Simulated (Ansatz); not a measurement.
# Fe3SnSb (P3m1) in Ansatz: convergence with k mesh

Aim: find how far k mesh must go before the results for Fe3SnSb settle, at PBE. This setting moves, with any that are tied to it; all else stays.

Program: Ansatz 0.2.0. These are calculated values, not measurements. Logs are shortened: lines on timing, memory, paths and dates and some standing lists are left out, and cuts for length are marked.

**1. Starting point**

Symmetry: P3m1, No. 156, trigonal system. The conventional cell has a = 4.210 Å, b = 4.210 Å, c = 5.400 Å, α = 90.00°, β = 90.00°, γ = 120.00°. Around Sb (site symmetry 3m) lie 5 Fe at 2.58 to 2.82 Å. Sn (site symmetry 3m) is surrounded by 5 Fe at 2.59 to 2.79 Å. Around Fe (site symmetry 3m) lie 6 Fe at 2.57 to 2.59 Å. Around Fe (site symmetry 3m) lie 3 Fe at 2.57 Å and 2 Sb at 2.58 to 2.82 Å and 3 Sn at 2.59 Å. Fe (site symmetry 3m) has 3 Sb at 2.58 Å and 3 Fe at 2.59 Å and 2 Sn at 2.61 to 2.79 Å as nearest neighbours.

The cell comes from a database or a generator and needn't be the stable form of this composition.

**2. With k mesh 2 × 2 × 2**

Input file input.yaml:

```yaml
crystal:
  lattice:
    - [4.210306216, 0.0, 0.0]
    - [-2.105153108, 3.6462321408, 0.0]
    - [0.0, 0.0, 5.3996451298]
  atoms:
    - { symbol: Sb, position: [0.3333333333, 0.6666666667, 0.820475] }
    - { symbol: Sn, position: [0.0, 0.0, 0.17868] }
    - { symbol: Fe, position: [0.6666666667, 0.3333333333, 0.497558], spin: 3.0 }
    - { symbol: Fe, position: [0.3333333333, 0.6666666667, 0.341871], spin: 3.0 }
    - { symbol: Fe, position: [0.0, 0.0, 0.661415], spin: 3.0 }
hamiltonian:
  xc: pbe
  pseudopotentials: { kind: paw }
magnetization:
  spin_polarized: true
kpoints:
  mp_grid: { grid: [2, 2, 2] }
scf:
  occupations: { method: gaussian, width: 0.05 }
output:
  forces: true
  stress: true
  eigenvalues: true
```

Potentials or basis: Ansatz PAW.

The run is started by

```
> ansatz run input.yaml --threads 2 --pin off --max-ram 5632MiB --backend cpu --events-out ev --progress --plain --runs-dir out
```

It took 3 s on 2 threads of Arm Neoverse V2, shared host; peak memory 0.39 GiB.

What came out:

```
Free energy            : -25949.0546 eV
Pressure               : 0.3 GPa
Largest force          : 0.701 eV/Å
Band gap on the k mesh : none (metal or under the smearing width)
Net moment             : 5.85 μB per cell
Absolute moment        : 6.42 μB per cell
Site moments           : Sb -0.02; Sn -0.04; Fe +2.86, +1.77, +1.34 μB
```

**3. With k mesh 3 × 3 × 2**

Changes to input.yaml since step 2:

```diff
@@ -17,3 +17,3 @@
 kpoints:
-  mp_grid: { grid: [2, 2, 2] }
+  mp_grid: { grid: [3, 3, 2] }
 scf:
```

Potentials or basis: Ansatz PAW.

The run is started by

```
> ansatz run input.yaml --threads 2 --pin off --max-ram 5632MiB --backend cpu --events-out ev --progress --plain --runs-dir out
```

Run time: 5 s. Hardware: 2 threads of Arm Neoverse V2, shared host; peak memory 0.38 GiB.

What came out:

* Free energy: -25949.2734 eV
* Pressure: 1.7 GPa
* Largest force: 0.086 eV/Å
* Band gap on the k mesh: none (metal or under the smearing width)
* Net moment: 6.09 μB per cell
* Absolute moment: 6.78 μB per cell
* Site moments: Sb -0.04; Sn -0.05; Fe +2.73, +1.87, +1.73 μB

**4. With k mesh 4 × 4 × 3**

Changes to input.yaml since step 3:

```diff
@@ -17,3 +17,3 @@
 kpoints:
-  mp_grid: { grid: [3, 3, 2] }
+  mp_grid: { grid: [4, 4, 3] }
 scf:
```

The run is started by

```
> ansatz run input.yaml --threads 2 --pin off --max-ram 5632MiB --backend cpu --events-out ev --progress --plain --runs-dir out
```

It took 7.7 s on 2 threads of Arm Neoverse V2, shared host; peak memory 0.39 GiB.

What came out:

* Free energy: -25949.3532 eV
* Pressure: -0.6 GPa
* Largest force: 0.059 eV/Å
* Band gap on the k mesh: none (metal or under the smearing width)
* Net moment: 5.42 μB per cell
* Absolute moment: 6.19 μB per cell
* Site moments: Sb -0.04; Sn -0.06; Fe +2.66, +1.63, +1.43 μB

**5. With k mesh 5 × 5 × 4**

Changes to input.yaml since step 4:

```diff
@@ -17,3 +17,3 @@
 kpoints:
-  mp_grid: { grid: [4, 4, 3] }
+  mp_grid: { grid: [5, 5, 4] }
 scf:
```

The run is started by

```
> ansatz run input.yaml --threads 2 --pin off --max-ram 5632MiB --backend cpu --events-out ev --progress --plain --runs-dir out
```

Wall time 13 s (2 threads of Arm Neoverse V2, shared host); peak memory 0.43 GiB.

Results:

```yaml
Free_energy: -25949.3276 eV
Pressure: -0.3 GPa
Largest_force: 0.070 eV/Å
Band_gap_on_the_k_mesh: none (metal or under the smearing width)
Net_moment: 5.51 μB per cell
Absolute_moment: 6.16 μB per cell
Site_moments: Sb -0.03; Sn -0.05; Fe +2.67, +1.64, +1.42 μB
```

**6. With k mesh 7 × 7 × 5**

Changes to input.yaml since step 5:

```diff
@@ -17,3 +17,3 @@
 kpoints:
-  mp_grid: { grid: [5, 5, 4] }
+  mp_grid: { grid: [7, 7, 5] }
 scf:
```

Potentials or basis: Ansatz PAW.

The run is started by

```
> ansatz run input.yaml --threads 2 --pin off --max-ram 5632MiB --backend cpu --events-out ev --progress --plain --runs-dir out
```

It took 29 s on 2 threads of Arm Neoverse V2, shared host; peak memory 0.5 GiB.

Results (log left out):

```yaml
Free_energy: -25949.3153 eV
Pressure: 0.7 GPa
Largest_force: 0.040 eV/Å
Band_gap_on_the_k_mesh: none (metal or under the smearing width)
Net_moment: 5.86 μB per cell
Absolute_moment: 6.47 μB per cell
Site_moments: Sb -0.03; Sn -0.04; Fe +2.69, +1.79, +1.58 μB
```

**7. With k mesh 8 × 8 × 6**

Changes to input.yaml since step 6:

```diff
@@ -17,3 +17,3 @@
 kpoints:
-  mp_grid: { grid: [7, 7, 5] }
+  mp_grid: { grid: [8, 8, 6] }
 scf:
```

The run is started by

```
> ansatz run input.yaml --threads 2 --pin off --max-ram 5632MiB --backend cpu --events-out ev --progress --plain --runs-dir out
```

Wall time 41 s (2 threads of Arm Neoverse V2, shared host); peak memory 0.58 GiB.

It converged, with:

```yaml
Free_energy: -25949.3268 eV
Pressure: 0.4 GPa
Largest_force: 0.048 eV/Å
Band_gap_on_the_k_mesh: none (metal or under the smearing width)
Net_moment: 5.76 μB per cell
Absolute_moment: 6.41 μB per cell
Site_moments: Sb -0.03; Sn -0.05; Fe +2.68, +1.75, +1.55 μB
```

**8. With k mesh 10 × 10 × 7**

Changes to input.yaml since step 7:

```diff
@@ -17,3 +17,3 @@
 kpoints:
-  mp_grid: { grid: [8, 8, 6] }
+  mp_grid: { grid: [10, 10, 7] }
 scf:
```

The run is started by

```
> ansatz run input.yaml --threads 2 --pin off --max-ram 5632MiB --backend cpu --events-out ev --progress --plain --runs-dir out
```

Wall time 64 s (2 threads of Arm Neoverse V2, shared host); peak memory 0.73 GiB.

The run converged. Its results:

| Item | Value |
| --- | --- |
| Free energy | -25949.3247 eV |
| Pressure | 0.2 GPa |
| Largest force | 0.024 eV/Å |
| Band gap on the k mesh | none (metal or under the smearing width) |
| Net moment | 5.68 μB per cell |
| Absolute moment | 6.31 μB per cell |
| Site moments | Sb -0.03; Sn -0.04; Fe +2.68, +1.71, +1.50 μB |

**9. With k mesh 12 × 12 × 8**

Changes to input.yaml since step 8:

```diff
@@ -17,3 +17,3 @@
 kpoints:
-  mp_grid: { grid: [10, 10, 7] }
+  mp_grid: { grid: [12, 12, 8] }
 scf:
```

Potentials or basis: Ansatz PAW.

The run is started by

```
> ansatz run input.yaml --threads 2 --pin off --max-ram 5632MiB --backend cpu --events-out ev --progress --plain --runs-dir out
```

Log:

```text
Warning: RAYON_NUM_THREADS=2 ignored (pool sized by the plan → 2); use --threads N
Engine: ansatz 0.2.0, aarch64-unknown-linux-gnu
Pseudopotentials: kind: paw
Pseudopotential: Sb, paw, valence charge 15, recommended cutoff 420 eV (normal), Sb.paw.azcp
Pseudopotential: Sn, paw, valence charge 14, recommended cutoff 420 eV (normal), Sn.paw.azcp
Pseudopotential: Fe, paw, valence charge 16, recommended cutoff 420 eV (normal), Fe.paw.azcp
Functional definition: PBE
  parameter kappa = 0.804
  parameter beta = 0.06672455060314922
  exchange = pbe_x(kappa = kappa, mu = beta*pi^2/3)
  correlation = pbe_c(beta = beta)
Crystal: 5 atoms, lattice volume = 82.894 Å³
Basis set: ecut = 420 eV, 1597 PW (Γ), exchange–correlation on 60×60×80 points (8 copies of the dense FFT grid, shifted against one another)
Bands: 52, of which v1, the nominal top of the filled ones, is band 39 counted from 1 (38 counted from 0)
[... 52 lines left out ...]
  E_kinetic    = 1452.139296
  E_local      = -10100.532467  (includes V_loc(G=0)·N_el)
  E_nonlocal   = 995.646130
  E_hartree    = 4576.766872
  E_xc         = -873.954725
  E_vxc        = -647.309460  (∫ρ·V_xc dr)
  E_paw        = -12821.798145  (= ΣΔE_a)
  E_vpaw       = -1764.959714  (= ΣTr[D̂ρ^β])
  E_aug_tail   = 0.002502  (compensation charges beyond the density's cutoff)
  E_ewald      = -9177.585988
  E_smearing   = -0.005178  (= −TS)
  E_closure    = -0.000000  (closes the sum)
  Σ components = -25949.321703   (vs F -25949.321703, Δ=0.00e0)
--- Forces (eV/Å), atoms counted from 1 ---
  atom   1  Sb     0.00000000    -0.00000000     0.02054272
  atom   2  Sn    -0.00000000     0.00000000    -0.01342326
  atom   3  Fe     0.00000000     0.00000000     0.00597096
  atom   4  Fe    -0.00000000     0.00000000    -0.02443581
  atom   5  Fe     0.00000000    -0.00000000     0.01138597
  max |Σ_I F_I| component: 4.06e-5 eV/Å
--- Stress (GPa, compression-positive) ---
        0.260278      -0.000000       0.000000
       -0.000000       0.260278      -0.000000
        0.000000       0.000000       0.148964
  P = ⅓ Tr σ = 0.2232 GPa (2.232 kbar)
--- Band table (eV; the first three rows and the last of 262) ---
  k-point 0 ↑: bands = ["-73.3544", "-72.3575", "-72.2447", "-39.4317", "-39.3961", "-39.3961", "-38.5652", "-38.4055", "-38.3857", "-38.3857", "-38.2949", "-38.2949", "-13.9951", "-13.9832", "-13.9832", "-13.9711", "-13.9711", "-6.1344", "-6.1226", "-6.1226", "-6.0980", "-6.0980", "3.1663", "7.5435", "9.4547", "11.1034", "11.1034", "12.1955", "12.1955", "12.3349", "12.3349", "12.7800", "13.1821", "13.1821", "13.7054", "13.7054", "13.7783", "13.7783", "13.8460", "14.1783", "16.6398", "16.6576", "16.6576", "18.6304", "18.6304", "19.4947", "20.3004", "20.3004", "20.3768", "23.0175", "23.0552", "23.0552"]
  k-point 1 ↑: bands = ["-73.3544", "-72.3575", "-72.2447", "-39.4317", "-39.3962", "-39.3962", "-38.5652", "-38.4055", "-38.3857", "-38.3857", "-38.2949", "-38.2949", "-13.9945", "-13.9832", "-13.9832", "-13.9711", "-13.9711", "-6.1329", "-6.1226", "-6.1226", "-6.0979", "-6.0979", "3.2339", "7.1819", "9.7751", "11.1005", "11.1005", "12.1197", "12.1197", "12.3384", "12.3384", "12.7318", "13.2697", "13.2697", "13.6938", "13.6938", "13.7041", "13.8090", "13.8090", "14.5179", "16.5427", "16.6701", "16.6701", "18.6598", "18.6598", "19.3318", "20.1746", "20.1746", "20.6448", "22.5485", "22.5485", "22.6775"]
  k-point 2 ↑: bands = ["-73.3544", "-72.3575", "-72.2447", "-39.4317", "-39.3962", "-39.3962", "-38.5653", "-38.4056", "-38.3857", "-38.3857", "-38.2949", "-38.2949", "-13.9932", "-13.9832", "-13.9832", "-13.9711", "-13.9711", "-6.1293", "-6.1226", "-6.1226", "-6.0977", "-6.0977", "3.4230", "6.5050", "10.3453", "11.0947", "11.0947", "11.9748", "11.9748", "12.3398", "12.3398", "12.6165", "13.4455", "13.4455", "13.5495", "13.6819", "13.6819", "13.8724", "13.8724", "15.0689", "16.5092", "16.7055", "16.7055", "18.7047", "18.7047", "19.1330", "19.9712", "19.9712", "21.0448", "21.7426", "21.7426", "21.7948"]
  k-point 130 ↓: bands = ["-70.5347", "-70.4082", "-70.2714", "-36.7091", "-36.6701", "-36.6496", "-36.5997", "-36.5466", "-36.5203", "-36.3881", "-36.3710", "-36.3426", "-13.9959", "-13.9931", "-13.9919", "-13.9806", "-13.9801", "-6.1351", "-6.1339", "-6.1288", "-6.1246", "-6.1191", "5.3388", "7.3640", "9.6681", "9.7119", "10.5019", "11.3973", "13.4302", "13.5123", "13.8005", "14.0682", "14.0896", "14.4755", "14.8768", "15.2843", "15.3473", "15.9039", "15.9800", "16.1076", "16.2953", "16.3369", "16.7423", "19.8868", "20.0190", "21.7323", "22.1793", "22.4820", "22.8848", "23.1988", "23.3144", "23.9349"]
```

Wall time 1.7 min (2 threads of Arm Neoverse V2, shared host); peak memory 0.97 GiB.

What came out:

- Free energy: -25949.3217 eV
- Pressure: 0.2 GPa
- Largest force: 0.024 eV/Å
- Band gap on the k mesh: none (metal or under the smearing width)
- Net moment: 5.69 μB per cell
- Absolute moment: 6.32 μB per cell
- Site moments: Sb -0.03; Sn -0.05; Fe +2.68, +1.72, +1.51 μB

**10. Result**

```
     k mesh  energy less the tightest run, at zero smearing (meV/atom)  pressure (GPa)  largest force (eV/Å)  absolute moment (μB)  SCF cycles  CPU time (s)  peak memory (GiB)
  2 × 2 × 2                                                      53.38            0.31                 0.701                  6.42          18           5.6               0.39
  3 × 3 × 2                                                       9.86            1.69                 0.086                  6.78          15           9.5               0.38
  4 × 4 × 3                                                      -6.39           -0.60                 0.059                  6.19          17            15               0.39
  5 × 5 × 4                                                      -1.33           -0.34                 0.070                  6.16          16            25               0.43
  7 × 7 × 5                                                       1.51            0.69                 0.040                  6.47          20            57                0.5
  8 × 8 × 6                                                      -1.00            0.39                 0.048                  6.41          19            81               0.58
10 × 10 × 7                                                      -0.58            0.21                 0.024                  6.31          18           130               0.73
12 × 12 × 8                                                       0.00            0.22                 0.024                  6.32          18           200               0.97
```

Against the tightest run, the energy stays within 1 meV/atom from 8 × 8 × 6 on; the pressure stays within 0.1 GPa from 10 × 10 × 7 on; the largest force stays within 0.005 eV/Å from 10 × 10 × 7 on; the absolute moment stays within 0.02 μB from 10 × 10 × 7 on. Meshes of other sizes hit other points, so gaps and Fermi surfaces needn't settle smoothly. The tightest run that finished is the yardstick and may itself not be fully converged.

Caveats: only a ferromagnetic start was run, and an antiferromagnetic order may lie lower in energy.
